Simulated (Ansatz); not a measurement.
**HfC (rocksalt): equation of state**

How stiff is HfC (rocksalt)? Energies and pressures are computed at volumes on both sides of the relaxed cell and fitted.

Method: DFT r²SCAN, scalar-relativistic, plane waves, PAW, in Ansatz 0.2.0.

2 further runs of the same task are left out: 1 that didn't finish, 1 set aside as unsound or not needed. Runs told in other sessions of the task aren't counted.

### 1 The system as given

The structure is cubic, space group Fm-3m (No. 225). The conventional cell has a = 4.641 Å, b = 4.641 Å, c = 4.641 Å, α = 90.00°, β = 90.00°, γ = 90.00°. Around Hf (site symmetry m-3m) lie 6 C at 2.32 Å. Around C (site symmetry m-3m) lie 6 Hf at 2.32 Å.

Structure file:

```cif
data_structure
_symmetry_space_group_name_H-M 'P 1'
_symmetry_Int_Tables_number 1
_cell_length_a 3.2815
_cell_length_b 3.2815
_cell_length_c 3.2815
_cell_angle_alpha 60.000
_cell_angle_beta 60.000
_cell_angle_gamma 60.000
_cell_volume 24.99
loop_
_atom_site_label
_atom_site_type_symbol
_atom_site_fract_x
_atom_site_fract_y
_atom_site_fract_z
_atom_site_occupancy
Hf1 Hf 0.50000 0.50000 0.50000 1
C1 C 0.00000 0.00000 0.00000 1
```

An earlier run at r²SCAN left this cell at 12.493 Å³/atom and 0.00 GPa (12×12×12 mesh).

Volume factors to run: 0.980, 1.020, 0.960, 1.040, 1.070.

### 2 Scaling the volume by 0.980

Input file input.yaml:

```yaml
crystal:
  lattice:
    - [0.0, 2.304769682, 2.304769682]
    - [2.304769682, 0.0, 2.304769682]
    - [2.304769682, 2.304769682, 0.0]
  atoms:
    - { symbol: Hf, position: [0.5, 0.5, 0.5] }
    - { symbol: C, position: [0.0, 0.0, 0.0] }
basis:
  ecutwfc: 500
  ecutrho_ratio: 4
kpoints:
  mp_grid: { grid: [12, 12, 12] }
hamiltonian:
  xc: r2scan
scf:
  occupations: { method: gaussian, width: 0.05 }
output:
  forces: true
  stress: true
  eigenvalues: true
```

Command:

```sh
$ ansatz run input.yaml --threads 2 --pin off --max-ram 2662MiB --backend cpu --events-out ev --progress --plain --runs-dir out
```

Standard output (excerpt; [...] marks lines left out):

```text
Warning: RAYON_NUM_THREADS=2 ignored (pool sized by the plan → 2); use --threads N
[...]
Pseudopotentials: kind: paw
Pseudopotential: Hf, paw, valence charge 26, recommended cutoff 500 eV (meta_gga), Hf.paw.azcp
Pseudopotential: C, paw, valence charge 4, recommended cutoff 500 eV (meta_gga), C.paw.azcp
Functional definition: r2SCAN
[...]
Crystal: 2 atoms, lattice volume = 24.486 Å³
Basis set: ecut = 500 eV, 609 PW (Γ), exchange–correlation on 96×96×96 points (64 copies of the dense FFT grid, shifted against one another)
Bands: 19, of which v1, the nominal top of the filled ones, is band 15 counted from 1 (14 counted from 0)
Symmetry: 48 space group operations
Space group: Fm-3m (ITA 225), of the structure as read, at distance tolerance 2.9e-5 Å
k-points: 72 of 1728
[...]
SCF iter   1: F=—  HF=-15986.860089 eV  |F-HF|=—  |Δ(HF+E_count)|=         —  Δρ=9.50e-3  dr2=1.47e-2  dr2_τ=1.43e-1  ethr=1.77e-3  ⟨swp⟩=4.7  Hψ=5510  notcnv=0
[...]
SCF iter   8: F=-15986.893478 eV  HF=-15986.893478 eV  |F-HF|=1.93e-8  |Δ(HF+E_count)|=   4.56e-8  Δρ=1.14e-5  dr2=4.37e-8  dr2_τ=6.51e-10  ethr=3.33e-10  ⟨swp⟩=3.6  Hψ=5698  notcnv=0
[...]
SCF converged after 8 iterations
Free energy (F): -15986.893478 eV
[...]
E sigma→0 (E₀):  -15986.893197 eV
Entropy (-TS):   -0.000563 eV (-0.282 meV/atom)
Fermi energy:    20.750778 eV
[...]
--- Forces (eV/Å), atoms counted from 1 ---
  atom   1  Hf     0.00000000    -0.00000000     0.00000000
  atom   2  C     -0.00000000     0.00000000     0.00000000
[...]
--- Stress (GPa, compression-positive) ---
        5.154054      -0.000000       0.000000
        0.000000       5.154054      -0.000000
        0.000000       0.000000       5.154054
  P = ⅓ Tr σ = 5.1541 GPa (51.541 kbar)
--- Band table (eV; the first three rows and the last of 72) ---
  k-point 0: bands = ["-42.1711", "-9.9487", "-9.9487", "-9.9487", "7.4648", "9.4074", "9.4074", "9.4074", "9.4124", "9.5068", "9.5068", "9.5068", "21.7243", "21.7243", "21.7243", "22.2584", "22.2584", "22.2584", "24.2553"]
[...]
```

Wall time 2.5 s (2 threads of Arm Neoverse V1, shared host); peak memory 0.34 GiB.

In short: volume 12.243 Å³/atom, pressure 5.15 GPa, metallic.

### 3 At 1.020 of the relaxed volume

input.yaml, as its differences from that of step 2:

```diff
@@ -2,5 +2,5 @@
   lattice:
-    - [0.0, 2.304769682, 2.304769682]
-    - [2.304769682, 0.0, 2.304769682]
-    - [2.304769682, 2.304769682, 0.0]
+    - [0.0, 2.3357098798, 2.3357098798]
+    - [2.3357098798, 0.0, 2.3357098798]
+    - [2.3357098798, 2.3357098798, 0.0]
   atoms:
```

Command:

```sh
$ ansatz run input.yaml --threads 2 --pin off --max-ram 2662MiB --backend cpu --events-out ev --progress --plain --runs-dir out
```

Standard output (excerpt; [...] marks lines left out):

```text
Warning: RAYON_NUM_THREADS=2 ignored (pool sized by the plan → 2); use --threads N
[...]
[... 4 set-up lines as earlier in the session ...]
[...]
Crystal: 2 atoms, lattice volume = 25.485 Å³
Basis set: ecut = 500 eV, 645 PW (Γ), exchange–correlation on 100×100×100 points (64 copies of the dense FFT grid, shifted against one another)
Bands: 19, of which v1, the nominal top of the filled ones, is band 15 counted from 1 (14 counted from 0)
[... 2 set-up lines as earlier in the session ...]
k-points: 72 of 1728
[...]
SCF iter   1: F=—  HF=-15986.866405 eV  |F-HF|=—  |Δ(HF+E_count)|=         —  Δρ=9.47e-3  dr2=1.59e-2  dr2_τ=1.34e-1  ethr=1.77e-3  ⟨swp⟩=4.8  Hψ=5514  notcnv=0
[...]
SCF iter   8: F=-15986.893989 eV  HF=-15986.893989 eV  |F-HF|=1.53e-8  |Δ(HF+E_count)|=   9.42e-9  Δρ=1.06e-5  dr2=3.96e-8  dr2_τ=6.28e-10  ethr=3.33e-10  ⟨swp⟩=3.8  Hψ=5724  notcnv=0
[...]
SCF converged after 8 iterations
Free energy (F): -15986.893989 eV
[...]
E sigma→0 (E₀):  -15986.893714 eV
Entropy (-TS):   -0.000551 eV (-0.275 meV/atom)
Fermi energy:    19.864687 eV
[...]
--- Forces (eV/Å), atoms counted from 1 ---
  atom   1  Hf     0.00000000    -0.00000000    -0.00000000
  atom   2  C     -0.00000000    -0.00000000    -0.00000000
[...]
--- Stress (GPa, compression-positive) ---
       -4.668215       0.000000      -0.000000
        0.000000      -4.668215      -0.000000
        0.000000       0.000000      -4.668215
  P = ⅓ Tr σ = -4.6682 GPa (-46.682 kbar)
--- Band table (eV; the first three rows and the last of 72) ---
  k-point 0: bands = ["-43.2153", "-11.0015", "-11.0015", "-11.0015", "6.7973", "8.3588", "8.3592", "8.3592", "8.3592", "8.4432", "8.4432", "8.4432", "20.8186", "20.8186", "20.8186", "21.3740", "21.3740", "21.3740", "23.2594"]
[...]
```

It took 2.7 s on 2 threads of Arm Neoverse V1, shared host; peak memory 0.36 GiB.

Result: volume 12.743 Å³/atom, pressure -4.67 GPa, no gap.

### 4 Volume × 0.960

input.yaml, as its differences from that of step 3:

```diff
@@ -2,5 +2,5 @@
   lattice:
-    - [0.0, 2.3357098798, 2.3357098798]
-    - [2.3357098798, 0.0, 2.3357098798]
-    - [2.3357098798, 2.3357098798, 0.0]
+    - [0.0, 2.2889830928, 2.2889830928]
+    - [2.2889830928, 0.0, 2.2889830928]
+    - [2.2889830928, 2.2889830928, 0.0]
   atoms:
```

Command:

```sh
$ ansatz run input.yaml --threads 2 --pin off --max-ram 2662MiB --backend cpu --events-out ev --progress --plain --runs-dir out
```

Standard output (excerpt; [...] marks lines left out):

```text
Warning: RAYON_NUM_THREADS=2 ignored (pool sized by the plan → 2); use --threads N
[...]
[... 4 set-up lines as earlier in the session ...]
[...]
Crystal: 2 atoms, lattice volume = 23.986 Å³
Basis set: ecut = 500 eV, 609 PW (Γ), exchange–correlation on 96×96×96 points (64 copies of the dense FFT grid, shifted against one another)
Bands: 19, of which v1, the nominal top of the filled ones, is band 15 counted from 1 (14 counted from 0)
[... 2 set-up lines as earlier in the session ...]
k-points: 72 of 1728
[...]
SCF iter   1: F=—  HF=-15986.831997 eV  |F-HF|=—  |Δ(HF+E_count)|=         —  Δρ=9.59e-3  dr2=1.44e-2  dr2_τ=1.47e-1  ethr=1.77e-3  ⟨swp⟩=4.8  Hψ=5516  notcnv=0
[...]
SCF iter   8: F=-15986.868683 eV  HF=-15986.868683 eV  |F-HF|=1.79e-8  |Δ(HF+E_count)|=   5.38e-8  Δρ=1.07e-5  dr2=3.72e-8  dr2_τ=5.48e-10  ethr=3.33e-10  ⟨swp⟩=3.1  Hψ=5608  notcnv=0
[...]
SCF converged after 8 iterations
Free energy (F): -15986.868683 eV
[...]
E sigma→0 (E₀):  -15986.868405 eV
Entropy (-TS):   -0.000555 eV (-0.277 meV/atom)
Fermi energy:    21.221236 eV
[...]
--- Forces (eV/Å), atoms counted from 1 ---
  atom   1  Hf     0.00000000    -0.00000000     0.00000000
  atom   2  C     -0.00000000     0.00000000    -0.00000000
[...]
--- Stress (GPa, compression-positive) ---
       10.838682       0.000000       0.000000
        0.000000      10.838682      -0.000000
        0.000000       0.000000      10.838682
  P = ⅓ Tr σ = 10.8387 GPa (108.387 kbar)
--- Band table (eV; the first three rows and the last of 72) ---
  k-point 0: bands = ["-41.6229", "-9.3948", "-9.3948", "-9.3948", "7.8212", "9.9578", "9.9578", "9.9578", "9.9659", "10.0660", "10.0660", "10.0660", "22.2041", "22.2041", "22.2041", "22.7241", "22.7241", "22.7241", "24.7801"]
[...]
```

It took 2.5 s on 2 threads of Arm Neoverse V1, shared host; peak memory 0.34 GiB.

Result: volume 11.993 Å³/atom, pressure 10.84 GPa, a metal on this mesh.

### 5 At 1.040 of the relaxed volume

input.yaml, as its differences from that of step 4:

```diff
@@ -2,5 +2,5 @@
   lattice:
-    - [0.0, 2.2889830928, 2.2889830928]
-    - [2.2889830928, 0.0, 2.2889830928]
-    - [2.2889830928, 2.2889830928, 0.0]
+    - [0.0, 2.350877252, 2.350877252]
+    - [2.350877252, 0.0, 2.350877252]
+    - [2.350877252, 2.350877252, 0.0]
   atoms:
@@ -21 +21,5 @@
   eigenvalues: true
+  write_density: true
+  write_potential: true
+  elf: true
+  volumetric_format: npy
```

Command:

```sh
$ ansatz run input.yaml --threads 2 --pin off --max-ram 2662MiB --backend cpu --events-out ev --progress --plain --runs-dir out
```

Standard output (excerpt; [...] marks lines left out):

```text
Warning: RAYON_NUM_THREADS=2 ignored (pool sized by the plan → 2); use --threads N
[...]
[... 4 set-up lines as earlier in the session ...]
[...]
Crystal: 2 atoms, lattice volume = 25.985 Å³
Basis set: ecut = 500 eV, 645 PW (Γ), exchange–correlation on 100×100×100 points (64 copies of the dense FFT grid, shifted against one another)
Bands: 19, of which v1, the nominal top of the filled ones, is band 15 counted from 1 (14 counted from 0)
[... 1 set-up line as earlier in the session ...]
Space group: Fm-3m (ITA 225), of the structure as read, at distance tolerance 3.0e-5 Å
k-points: 72 of 1728
[...]
SCF iter   1: F=—  HF=-15986.847722 eV  |F-HF|=—  |Δ(HF+E_count)|=         —  Δρ=9.43e-3  dr2=1.65e-2  dr2_τ=1.31e-1  ethr=1.77e-3  ⟨swp⟩=4.5  Hψ=5470  notcnv=0
[...]
SCF iter   8: F=-15986.872716 eV  HF=-15986.872716 eV  |F-HF|=1.04e-8  |Δ(HF+E_count)|=   4.49e-8  Δρ=8.33e-6  dr2=2.58e-8  dr2_τ=2.77e-10  ethr=3.33e-10  ⟨swp⟩=6.3  Hψ=8771  notcnv=0
[...]
SCF converged after 8 iterations
Free energy (F): -15986.872716 eV
[...]
E sigma→0 (E₀):  -15986.872449 eV
Entropy (-TS):   -0.000535 eV (-0.267 meV/atom)
Fermi energy:    19.446920 eV
[...]
--- Forces (eV/Å), atoms counted from 1 ---
  atom   1  Hf     0.00000000     0.00000000     0.00000000
  atom   2  C     -0.00000000     0.00000000    -0.00000000
[...]
--- Stress (GPa, compression-positive) ---
       -8.902445       0.000000       0.000000
        0.000000      -8.902445       0.000000
       -0.000000       0.000000      -8.902445
  P = ⅓ Tr σ = -8.9024 GPa (-89.024 kbar)
--- Band table (eV; the first three rows and the last of 72) ---
  k-point 0: bands = ["-43.7130", "-11.5022", "-11.5022", "-11.5022", "6.4843", "7.8570", "7.8598", "7.8598", "7.8598", "7.9369", "7.9369", "7.9369", "20.3907", "20.3907", "20.3907", "20.9538", "20.9538", "20.9538", "22.7866"]
[...]
```

It took 3.3 s on 2 threads of Arm Neoverse V1, shared host; peak memory 0.37 GiB.

In short: volume 12.992 Å³/atom, pressure -8.90 GPa, no gap.

Axes a, b and c in the maps are those of this run's conventional cell (a, b, c = 4.702, 4.702, 4.702 Å).

Density in a lattice plane of the grid's cell (edges 4.70 and 4.70 Å, at 0.000 of the third edge), which holds Hf and C.

Ten even steps from '0' (0.17 e/Å³) to '9' (32.69 e/Å³):
```
000000000147874100000000
000000000023432000000000
000000000001110000000000
000000000000000000000000
000000000000000000000000
000000000000000000000000
110000000000000000000001
432000000000000000000023
874100000000000000000147
995200000000000000000259
874100000000000000000147
432000000000000000000023
110000000000000000000001
000000000000000000000000
000000000000000000000000
000000000000000000000000
000000000001110000000000
000000000023432000000000
000000000147874100000000
000000000259995200000000
```
Columns run along the first of these edges and rows up along the second, over one cell in 24 and 20 even steps from the bottom left corner. Atoms in the plane (fractional): Hf at (0.00, 0.50), Hf at (0.50, 0.00), C at (0.00, 0.00), C at (0.50, 0.50).

ELF in the same plane.

Values, 12 rows by 12 columns:
```
0.50 0.73 0.77 0.22 0.44 0.83 0.85 0.83 0.44 0.22 0.77 0.73
0.78 0.77 0.65 0.20 0.11 0.44 0.62 0.44 0.11 0.20 0.65 0.77
0.23 0.22 0.20 0.19 0.20 0.22 0.23 0.22 0.20 0.19 0.20 0.22
0.62 0.44 0.11 0.20 0.65 0.77 0.78 0.77 0.65 0.20 0.11 0.44
0.85 0.83 0.44 0.22 0.77 0.73 0.50 0.73 0.77 0.22 0.44 0.83
0.75 0.85 0.62 0.23 0.78 0.50 0.01 0.50 0.78 0.23 0.62 0.85
0.85 0.83 0.44 0.22 0.77 0.73 0.50 0.73 0.77 0.22 0.44 0.83
0.62 0.44 0.11 0.20 0.65 0.77 0.78 0.77 0.65 0.20 0.11 0.44
0.23 0.22 0.20 0.19 0.20 0.22 0.23 0.22 0.20 0.19 0.20 0.22
0.78 0.77 0.65 0.20 0.11 0.44 0.62 0.44 0.11 0.20 0.65 0.77
0.50 0.73 0.77 0.22 0.44 0.83 0.85 0.83 0.44 0.22 0.77 0.73
0.01 0.50 0.78 0.23 0.62 0.85 0.75 0.85 0.62 0.23 0.78 0.50
```
Columns run along the first of these edges and rows up along the second, over one cell in 12 and 12 even steps from the bottom left corner. Atoms in the plane (fractional): Hf at (0.00, 0.50), Hf at (0.50, 0.00), C at (0.00, 0.00), C at (0.50, 0.50).

Both are smooth fields of the valence electrons: close to the nuclei they are not physical.

Outside the cores ELF peaks at 0.80 in the shell around C, 0.8 Å from C.

### 6 Volume × 1.070

Input file input.yaml:

```yaml
crystal:
  lattice:
    - [0.0, 2.3732679068, 2.3732679068]
    - [2.3732679068, 0.0, 2.3732679068]
    - [2.3732679068, 2.3732679068, 0.0]
  atoms:
    - { symbol: Hf, position: [0.5, 0.5, 0.5] }
    - { symbol: C, position: [0.0, 0.0, 0.0] }
basis:
  ecutwfc: 500
  ecutrho_ratio: 4
kpoints:
  mp_grid: { grid: [12, 12, 12] }
hamiltonian:
  xc: r2scan
scf:
  occupations: { method: gaussian, width: 0.05 }
output:
  forces: true
  stress: true
  eigenvalues: true
```

Command:

```sh
$ ansatz run input.yaml --threads 2 --pin off --max-ram 2662MiB --backend cpu --events-out ev --progress --plain --runs-dir out
```

Standard output (excerpt; [...] marks lines left out):

```text
Warning: RAYON_NUM_THREADS=2 ignored (pool sized by the plan → 2); use --threads N
[...]
[... 4 set-up lines as earlier in the session ...]
[...]
Crystal: 2 atoms, lattice volume = 26.734 Å³
Basis set: ecut = 500 eV, 645 PW (Γ), exchange–correlation on 100×100×100 points (64 copies of the dense FFT grid, shifted against one another)
Bands: 19, of which v1, the nominal top of the filled ones, is band 15 counted from 1 (14 counted from 0)
[... 2 set-up lines as earlier in the session ...]
k-points: 72 of 1728
[...]
SCF iter   1: F=—  HF=-15986.796049 eV  |F-HF|=—  |Δ(HF+E_count)|=         —  Δρ=9.36e-3  dr2=1.73e-2  dr2_τ=1.26e-1  ethr=1.77e-3  ⟨swp⟩=4.1  Hψ=5390  notcnv=0
[...]
SCF iter   8: F=-15986.817596 eV  HF=-15986.817596 eV  |F-HF|=8.08e-9  |Δ(HF+E_count)|=   6.99e-8  Δρ=7.32e-6  dr2=2.08e-8  dr2_τ=2.83e-10  ethr=3.33e-10  ⟨swp⟩=3.0  Hψ=5264  notcnv=0
[...]
SCF converged after 8 iterations
Free energy (F): -15986.817596 eV
[...]
E sigma→0 (E₀):  -15986.817343 eV
Entropy (-TS):   -0.000507 eV (-0.253 meV/atom)
Fermi energy:    18.849114 eV
[...]
--- Forces (eV/Å), atoms counted from 1 ---
  atom   1  Hf     0.00000000    -0.00000000    -0.00000000
  atom   2  C     -0.00000000     0.00000000    -0.00000000
[...]
--- Stress (GPa, compression-positive) ---
      -14.523175       0.000000      -0.000000
       -0.000000     -14.523175      -0.000000
        0.000000       0.000000     -14.523175
  P = ⅓ Tr σ = -14.5232 GPa (-145.232 kbar)
--- Band table (eV; the first three rows and the last of 72) ---
  k-point 0: bands = ["-44.4310", "-12.2236", "-12.2236", "-12.2236", "6.0381", "7.1335", "7.1394", "7.1394", "7.1394", "7.2074", "7.2074", "7.2074", "19.7773", "19.7773", "19.7773", "20.3486", "20.3486", "20.3486", "22.1061"]
[...]
```

It took 3 s on 2 threads of Arm Neoverse V1, shared host; peak memory 0.37 GiB.

In short: volume 13.367 Å³/atom, pressure -14.52 GPa, no gap.

### 7 The fit

Energies have the smearing extrapolated to zero and count from the lowest point.

```
volume (Å³/atom)  energy (meV/atom)  pressure (GPa)  gap (eV)
          11.993              16.35           10.84     metal
          12.243               3.95            5.15     metal
          12.493               0.00            0.00     metal
          12.743               3.70           -4.67     metal
          12.992              14.33           -8.90     metal
          13.367              41.88          -14.52     metal
```

volume (Å³/atom), energy (meV/atom) and a bar:
```
    11.99       16.4 ############
    12.24        4.0 ###
    12.49        0.0 
    12.74        3.7 ###
    12.99       14.3 ##########
    13.37       41.9 ##############################
```

### 8 Results

```
          quantity           value
                V0  12.493 Å³/atom
                B0         245 GPa
               B0′             3.9
scatter of the fit  0.000 meV/atom
```

In words: The fitted minimum lies at 12.49 Å³/atom, and the bulk modulus is 245 GPa, a stiff solid. One per cent of compression takes about 2.5 GPa. These are values at 0 K without zero-point motion. Spin–orbit coupling is left out, though the cell holds Hf; in elements this heavy it can shift levels and gaps by tenths of an eV.
